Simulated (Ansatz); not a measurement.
Runs of Ansatz 0.2.0 on VCrC2. Symmetry: R-3m, No. 166, trigonal system. The conventional cell has a = 2.921 Å, b = 2.921 Å, c = 14.218 Å, α = 90.00°, β = 90.00°, γ = 120.00°. Cr (site symmetry -3m) is surrounded by 6 C at 2.05 Å. V (site symmetry -3m) is surrounded by 6 C at 2.07 Å. C (site symmetry 3m) is surrounded by 3 Cr at 2.05 Å and 3 V at 2.07 Å. The cell comes from a database or a generator and needn't be the stable form of this composition.

```tsv
screening (1/Å)	gap on the mesh (eV)	pressure (GPa)	moment (μB)	largest force (eV/Å)
0.1	none	2.0	2.30	1.03
0.3	none	2.3	2.16	0.91
0.2	none	2.2	(a)	(c)
0.15	none	2.0	2.30	(b)
```

Alike in all rows: task single point; level HSE06 form with a typed share of exact exchange; potentials or basis Ansatz PAW; spin collinear, ferromagnetic start; cell as given; k mesh 6 × 6 × 6; cutoff (eV) 420; smearing fermi-dirac 0.05 eV; the mesh is coarse, so values aren't converged.

Q: Fill in the values left out.

A: (a) 2.27; (b) 1.01; (c) 0.99.

Caveats: all runs use coarse meshes; the magnetic or orbital state may not be the lowest; the PAW data sets come from PBE, with cores solved anew for the run's functional, which leaves a small shift of forces and pressure; the thresholds are loose for stress; forces of over 1 eV/Å show positions far from the minimum, so gaps and moduli don't describe the material at rest (some runs).

A gap of «none» marks a metal or a gap under the smearing width.
